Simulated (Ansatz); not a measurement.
# La3Hf, space group Pm-3m: a convergence test of the k-point mesh

Run with Ansatz 0.2.0 through its Python package.

The script, `la3hf.py`:
```python
# -*- coding: utf-8 -*-
import ansatz as az
import pandas as pd
from pymatgen.core import Lattice, Structure
from pymatgen.io.ase import AseAtomsAdaptor

XC = 'pbe'
SCF_TOL = 1e-08

pmg_structure = Structure(
    Lattice([[5.045132, 0.0, 0.0], [0.0, 5.045132, 0.0], [0.0, 0.0, 5.045132]]),
    ['La', 'La', 'La', 'Hf'],
    [
        [0.0, 0.5, 0.5],
        [0.5, 0.0, 0.5],
        [0.5, 0.5, 0.0],
        [0.0, 0.0, 0.0],
    ],
)
la3hf = az.Crystal.from_ase(AseAtomsAdaptor.get_atoms(pmg_structure))

base = la3hf.calculation()
base = base.functional(XC).scf(tolerance=SCF_TOL)
base = base.occupations(az.OccupationsMethod.FERMI_DIRAC)
base = base.forces().stress()

rows = []
for value in [(2, 2, 2), (3, 3, 3), (4, 4, 4), (5, 5, 5), (6, 6, 6)]:
    rep = base.kpoints(mesh=value).run().report
    rows.append((value, rep['free_energy_ev'] / len(rep['lattice']['sites']), rep['n_iterations'], sum(rep['stress_gpa'][i][i] for i in range(3)) / 3, max(abs(f) for row in rep['forces_ev_ang'] for f in row), rep['n_kpoints']))

table = pd.DataFrame(rows, columns=['mesh', 'F/atom (eV)', 'iterations', 'P (GPa)', 'max component (eV/A)', 'k-points'])
print(table.round(5).to_string(index=False))

for row in rows[:-1]:
    shift = 1000 * (row[1] - rows[-1][1])
    print(f'{row[0]}: {shift:+.2f} meV/atom' + ('  (within 5 meV)' if abs(shift) < 5 else ''))
```

Output of `python la3hf.py`:
```text
DeckWarning: basis.ecutwfc = 420 eV, auto-derived from the records' recommended cutoffs: set by La (normal level)
DeckWarning: output.stress: scf.convergence.dr2_threshold = 1e-8 eV is looser than the 4e-10 eV advised for a printed stress (1e-10 eV for each atom of the cell: 4). What an SCF threshold leaves in a [...]
     mesh  F/atom (eV)  iterations  P (GPa)  max component (eV/A)  k-points
(2, 2, 2)  -8617.48216           8  2.94559                   0.0         4
(3, 3, 3)  -8617.76963           9 -0.50846                   0.0         4
(4, 4, 4)  -8617.74497           8  0.11093                   0.0        10
(5, 5, 5)  -8617.74261           8  0.06524                   0.0        10
(6, 6, 6)  -8617.74368           8  0.12951                   0.0        20
(2, 2, 2): +261.52 meV/atom
(3, 3, 3): -25.95 meV/atom
(4, 4, 4): -1.29 meV/atom  (within 5 meV)
(5, 5, 5): +1.07 meV/atom  (within 5 meV)
```
(Warnings from the package without file and line, shortened.)

From 4×4×4 on it stays within 5 meV an atom of the value at 6×6×6; the first row (2×2×2) is off by 261.5 meV and the last but one by 1.07 meV. This holds for F at a smearing of 0.1 eV; a narrower one needs a denser mesh. It goes up and down, since the sum over k-points isn't variational. The pressure moves from 2.95 to 0.13 GPa.

Forces vanish by symmetry here and test nothing. Pressure is positive in compression. Spin-orbit coupling, which matters for elements this heavy, is left out. The structure comes from a database of computed cells and needn't be a stable or known phase. Shifts are counted from the finest mesh, which is itself no proven limit. Finished in 15 s on 1 thread of Arm Neoverse V2, with other jobs on the host, peak memory 0.58 GiB.
